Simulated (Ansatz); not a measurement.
# CH₇FOSi₂: one species, many methods

The task here is to estimate one member of a computed series from the others.

Program: Ansatz 0.2.0, Gaussian basis. Level of theory: functionals in def2-TZVPP, the program's frozen cores in correlated methods. These are calculated values, not measurements.

Plan: LDA (SPW92), PBE-D4, revPBE-D4, BLYP-D4, r2SCAN-D4, B97M-V, PBE0-D4, B3LYP-D4, r2SCANh-D4, r2SCAN0-D4, HSE06-D4, BHLYP-D4, CAM-B3LYP-D4, LC-ωPBE, ωB97X-V, ωB97M-V, B2PLYP, PBE-QIDH; CCSD(T)/def2-SVP; CCSD(T)/def2-TZVPP; MP2/def2-QZVPP; extrapolation to the limit; RPA on PBE.

## Structure used throughout

The geometry comes from an earlier relaxation with PBE0-D4 in a triple-zeta def2 set; it is a stationary point, not always the lowest conformer.

SMILES `C[SiH](F)[SiH2]O`, 12 atoms, charge 0, spin multiplicity 1.

Atoms are counted from 1 here; the program's logs count them from 0.

Bond lengths: C1–Si2 1.860 Å, C1–H6 1.093 Å, C1–H7 1.092 Å, C1–H8 1.094 Å, Si2–F3 1.616 Å, Si2–Si4 2.354 Å, Si2–H9 1.491 Å, Si4–O5 1.656 Å, Si4–H10 1.493 Å, Si4–H11 1.486 Å, O5–H12 0.958 Å. Angles: Si2–C1–H6 110.9°, Si2–C1–H7 111.2°, Si2–C1–H8 109.9°, H6–C1–H7 108.6°, H6–C1–H8 108.1°, H7–C1–H8 108.0°, C1–Si2–F3 108.3°, C1–Si2–Si4 113.0°, C1–Si2–H9 110.1°, F3–Si2–Si4 106.9°, F3–Si2–H9 106.9°, Si4–Si2–H9 111.3°, Si2–Si4–O5 111.2°, Si2–Si4–H10 109.9°, Si2–Si4–H11 110.3°, O5–Si4–H10 111.4°, O5–Si4–H11 105.6°, H10–Si4–H11 108.3° and more.

Set-up of the first run:

in.yaml

```yaml
crystal:
  periodic: [false, false, false]
  atoms:
    - {symbol: C, position_ang: [-1.158083, -0.248729, 1.485879]}
    - {symbol: Si, position_ang: [0.512385, -0.490504, 0.704159]}
    - {symbol: F, position_ang: [1.551886, 0.529986, 1.404449]}
    - {symbol: Si, position_ang: [0.529008, -0.010440, -1.600204]}
    - {symbol: O, position_ang: [0.107382, 1.565477, -1.886070]}
    - {symbol: H, position_ang: [-1.106650, -0.394553, 2.567577]}
    - {symbol: H, position_ang: [-1.546355, 0.752728, 1.288109]}
    - {symbol: H, position_ang: [-1.868378, -0.973457, 1.077846]}
    - {symbol: H, position_ang: [1.010964, -1.869106, 0.974628]}
    - {symbol: H, position_ang: [1.868799, -0.327901, -2.176405]}
    - {symbol: H, position_ang: [-0.489708, -0.830911, -2.305853]}
    - {symbol: H, position_ang: [0.665848, 2.242110, -1.500314]}
basis:
  gaussian: {orbitals: def2-TZVPP}
hamiltonian: {xc: lda}
output: {orbitals: {seedname: orbitals}}
```

Steps of the session up to this table: LDA; PBE-D4 (GGA); revPBE-D4 (GGA); BLYP-D4 (GGA); r2SCAN-D4 (meta-GGA); B97M-V (meta-GGA); PBE0-D4 (hybrid); B3LYP-D4 (hybrid); r2SCANh-D4 (hybrid); r2SCAN0-D4 (hybrid); HSE06-D4 (hybrid); BHLYP-D4 (hybrid); CAM-B3LYP-D4 (range-separated); LC-ωPBE-D4 (range-separated; the results give it without D4); ωB97X-V (range-separated); ωB97M-V (range-separated); B2PLYP (double hybrid); PBE-QIDH (double hybrid).

One of the session's tables, all rows but one given; the rest of the session is left out.

It belongs to the step «Orbital energies across the functionals». 

```
  functional  HOMO (eV)  gap (eV)
 LDA (SPW92)          ?         ?
      PBE-D4      -6.37      4.82
   revPBE-D4      -6.33      4.90
     BLYP-D4      -6.28      4.87
   r2SCAN-D4      -6.65      5.44
      B97M-V      -6.75      5.33
     PBE0-D4      -7.63      6.94
    B3LYP-D4      -7.45      6.55
  r2SCANh-D4      -7.12      6.19
  r2SCAN0-D4      -7.81      7.31
    HSE06-D4      -7.23      6.16
    BHLYP-D4      -8.82      9.00
CAM-B3LYP-D4      -8.97      9.27
     LC-ωPBE     -10.24     11.73
     ωB97X-V      -9.93     11.26
     ωB97M-V      -9.70     10.72
```

**Question.** Estimate the row for LDA (SPW92).

As computed: HOMO (eV): -6.46; gap (eV): 4.67. In the column «HOMO (eV)» it lies between r2SCAN-D4 (-6.65) and PBE-D4 (-6.37).
